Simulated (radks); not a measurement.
**Co inside a hard spherical wall**

What does compression do to the levels of Co? A hard sphere of shrinking radius stands in for pressure; the configuration is held at [Ar] 3d7 4s2.

Program: radks (a radial shooting solver on a logarithmic mesh, Libxc functionals) version 1. Level of theory: non-relativistic Kohn-Sham, LDA (Slater exchange, VWN5 correlation), spin-unpolarised, spherical densities, point nucleus. These are calculated values, not measurements, unless marked.

## Step 1: The atom as given

| Item | Value |
| --- | --- |
| element | cobalt (Z = 27) |
| charge | 0 |
| electrons | 27 |
| configuration | [Ar] 3d7 4s2 |

The outer shells:

Co
```
[Ar] core
3d [↑↓][↑↓][↑ ][↑ ][↑ ]
4s [↑↓]
```

## Step 2: The free atom

Input:

```text
Z 27
configuration [Ar] 3d7 4s2 4p0 5s0 4d0
relativity non-relativistic
functional lda,vwn5
spin unpolarised
nucleus point
```

Run with:

```console
> python run_ks.py task.json out
```

This one command runs every case of the session in turn.

## Step 3: Wall at 15 bohr

Input: that of step 2 with these lines changed.

```diff
@@ -6 +6,2 @@
 nucleus point
+wall 15 bohr
```

## Step 4: Wall at 8 bohr

Input: that of step 3 with these lines changed.

```diff
@@ -6,2 +6,2 @@
 nucleus point
-wall 15 bohr
+wall 8 bohr
```

## Step 5: Wall at 4 bohr

Input: that of step 4 with these lines changed.

```diff
@@ -6,2 +6,2 @@
 nucleus point
-wall 8 bohr
+wall 4 bohr
```

## Step 6: Wall at 3 bohr

Input: that of step 5 with these lines changed.

```diff
@@ -6,2 +6,2 @@
 nucleus point
-wall 4 bohr
+wall 3 bohr
```

## Step 7: Wall at 2 bohr

Input: that of step 6 with these lines changed.

```diff
@@ -6,2 +6,2 @@
 nucleus point
-wall 3 bohr
+wall 2 bohr
```

## Step 8: Wall at 1.5 bohr

Input: that of step 7 with these lines changed.

```diff
@@ -6,2 +6,2 @@
 nucleus point
-wall 2 bohr
+wall 1.5 bohr
```

What does the calculation give? Wanted: for each run, R; E − E(free); ε(4s); ε(4p, empty); ε(5s, empty); ε(4d, empty); pressure.

As calculated:

```tsv
R (bohr)	E − E(free) (eV)	ε(4s) (eV)	ε(4p, empty) (eV)	ε(5s, empty) (eV)	ε(4d, empty) (eV)	pressure (GPa)
free	0.000	-5.565	-1.416	-0.027	-	0
15	0.000	-5.565	-1.413	0.323	1.289	< 0.0001
8	0.065	-5.432	-1.016	3.762	3.938	0.106
4	8.533	0.895	8.261	39.148	21.931	60.6
3	35.297	14.931	25.633	92.895	46.335	523
2	212.33	86.020	103.77	295.41	132.29	9739
1.5	702.23	239.97	258.78	649.42	277.23	72147
```

In words: At the tightest wall, 1.5 bohr, the energy stands 702.23 eV above the free atom and the pressure, −dE/dV, is 72147 GPa. Of the levels in the table that exist at both ends, 5s (empty) rises most from the free atom (649.45 eV). From R = 4 bohr inwards the highest occupied level lies above zero, pushed up by confinement. Shells are not refilled when levels cross, and a hard wall is a model, not a crystal.
